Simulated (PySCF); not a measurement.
# BeSe⁺: the SCF solver's settings

Aim: find out which solver settings change the answer for BeSe⁺.

Method: each script names its method and basis; program: PySCF 2.14.0.

4 further runs of the same task are left out: 4 that didn't finish.

### 1 Starting geometry

BeSe⁺: 2 atoms, charge 1, spin multiplicity 2.

Bond lengths: Be1–Se2 2.023 Å.

### 2 The base run

The input, input.py:

```python
from pyscf import gto, dft, tdscf

mol = gto.M(
    atom='Be 0 0 0; Se 0 0 2.023',
    basis='lanl2dz',
    ecp={'Se': 'lanl2dz'},
    charge=1,
    spin=1,
    verbose=4,
)
mf = dft.UKS(mol, xc='b3lyp5')
mf.kernel()
td = tdscf.TDA(mf)
td.nstates = 6
td.kernel()
td.analyze(verbose=3)
mf.dip_moment()
print('orbital energies (hartree):', [e[max(0, n-3):n+3].round(4) for e, n in zip(mf.mo_energy, mol.nelec)])
```

The run is started by

```sh
python input.py
```

Its log is not repeated here.

In short: E(SCF) = -23.576153 Eh, 10 cycles, ⟨S²⟩ = 0.754, excitations 0.06, 1.23, 1.75, 2.38, 2.73 eV.

The bond length is a typed value, not an optimised one. The dipole of an ion depends on the origin.

### 3 Second-order solver on

Variant 1 changes second-order solver: off → on.

The input, input.py:

```python
from pyscf import gto, dft, tdscf

mol = gto.M(
    atom='Be 0 0 0; Se 0 0 2.023',
    basis='lanl2dz',
    ecp={'Se': 'lanl2dz'},
    charge=1,
    spin=1,
    verbose=4,
)
mf = dft.UKS(mol, xc='b3lyp5')
mf = mf.newton()
mf.kernel()
td = tdscf.TDA(mf)
td.nstates = 6
td.kernel()
td.analyze(verbose=3)
mf.dip_moment()
print('orbital energies (hartree):', [e[max(0, n-3):n+3].round(4) for e, n in zip(mf.mo_energy, mol.nelec)])
```

The run is started by

```sh
python input.py
```

### 4 Initial guess 1e

Variant 2 changes initial guess: minao → 1e.

Edit input.py of step 2 so:

```diff
@@ -11,2 +11,3 @@
 mf = dft.UKS(mol, xc='b3lyp5')
+mf.init_guess = '1e'
 mf.kernel()
```

### 5 Smearing width 0.01 hartree

Variant 3 changes smearing width: none → 0.01 hartree; step after the SCF: tda → none.

Edit input.py of step 2 so:

```diff
@@ -1,2 +1,2 @@
-from pyscf import gto, dft, tdscf
+from pyscf import gto, dft, scf
 
@@ -11,7 +11,4 @@
 mf = dft.UKS(mol, xc='b3lyp5')
+mf = scf.addons.smearing_(mf, sigma=0.01, method='fermi')
 mf.kernel()
-td = tdscf.TDA(mf)
-td.nstates = 6
-td.kernel()
-td.analyze(verbose=3)
 mf.dip_moment()
```

Q: Predict the outcome of this session. Wanted: for each run, E(SCF); from base; gap, α spin; after the SCF.

The runs gave:

```
                        run  E(SCF) (hartree)  from base (eV)   cycles  gap, α spin (eV)              after the SCF
                       base        -23.576153               0       10              2.97  lowest root found 0.06 eV
     second-order solver on        -23.576153          0.0000  5 macro              2.97  lowest root found 0.06 eV
           initial guess 1e        -23.576153          0.0000        9              2.97  lowest root found 0.06 eV
smearing width 0.01 hartree        -23.543029  not comparable       11               n/a                        n/a
```

Distance from each run's final energy (log10 hartree) by cycle:

```
                        run  cycle 1  cycle 2  cycle 3  cycle 5  cycle 8  cycle 12
                       base      0.1     -0.3     -2.7     -4.8     -8.1      done
     second-order solver on     -0.8     -2.4     -5.5    < -11     done      done
           initial guess 1e     -1.1     -1.2     -2.2     -5.7     -9.6      done
smearing width 0.01 hartree      0.1     -0.3     -1.6     -4.1     -7.8      done
```

What this shows: With second-order solver on or initial guess 1e the SCF ends at the base energy.
